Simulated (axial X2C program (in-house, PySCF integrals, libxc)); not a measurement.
**RhH⁻: properties at the nuclei**

Wanted for RhH⁻: properties at the nuclei, at the two-component level.

Method: two-component X2C with atomic mean-field terms, Rh dyall-acv3z, H dyall-av3z; program: an in-house X2C program for linear molecules on PySCF integrals.

All values are calculated.

## Step 1: Input

The input, task.json:

```json
{
 "zs": [
  45,
  1
 ],
 "q": -1,
 "bas": [
  "dyall-acv3z",
  "dyall-av3z"
 ],
 "r0": 1.57,
 "levels": [
  "PBE0",
  "HF",
  "BHandHLYP",
  "r2SCAN",
  "PBE50"
 ],
 "nst": 3
}
```

Keys: zs atomic numbers; q charge; bas basis sets; r0 starting distance in Å; levels methods (HF also brings MP2); nst determinants followed.

The run is started by

```sh
python soeom.py task.json out
```

Further steps of the session: Expectation values, lowest determinant; Expectation values, a higher determinant; Expectation values, a higher determinant.

Before running it: what results should come out? Wanted: lowest determinant; Eeff magnitude; Ws magnitude Rh; A∥/gI Rh; qzz Rh; higher determinant (for each run or level that gives them).

**Answer**, as computed:

| quantity | value |
| --- | --- |
| lowest determinant | Ω = 5/2 (excess of +ω over −ω: ω = 5/2) |
| Eeff magnitude (GV/cm), PBE0 | 1.65 |
| Ws magnitude Rh (kHz), PBE0 | 0.318 |
| A∥/gI Rh (MHz), PBE0 | 419 |
| qzz Rh (a.u.), PBE0 | -1.78 |
| higher determinant | Ω = 3/2 (excess of +ω over −ω: ω = 3/2) |
| Eeff magnitude (GV/cm), PBE0, higher determinant | 1.59 |
| Ws magnitude Rh (kHz), PBE0, higher determinant | 0.504 |
| A∥/gI Rh (MHz), PBE0, higher determinant | 700 |
| qzz Rh (a.u.), PBE0, higher determinant | -1.66 |
| higher determinant | Ω = 7/2 (excess of +ω over −ω: 2 × ω = 1/2, ω = 5/2) |
| Eeff magnitude (GV/cm), PBE0, higher determinant | 0.183 |
| Ws magnitude Rh (kHz), PBE0, higher determinant | 0.0239 |
| A∥/gI Rh (MHz), PBE0, higher determinant | 743 |
| qzz Rh (a.u.), PBE0, higher determinant | -2.64 |

**Reading.** In the first state, the effective field runs from 1.65 to 3.64 GV/cm over the mean-field levels, so the levels don't agree on it. The expectation values come from single determinants, which for open shells can mix terms of unlike spin or miss the lowest Ω, so a determinant need not be a state. Eeff is the effective electric field on the electron dipole moment in this Ω state and Ws the scalar–pseudoscalar constant (defined with the proton number Z and per Ω); A∥ is the parallel hyperfine constant, which follows by multiplying with the nuclear g factor gI = μI/(I μN); qzz is the electric field gradient, eQq0 = 234.96 MHz × Q/barn × qzz. The operators were transformed with the bare-nucleus X2C matrices.
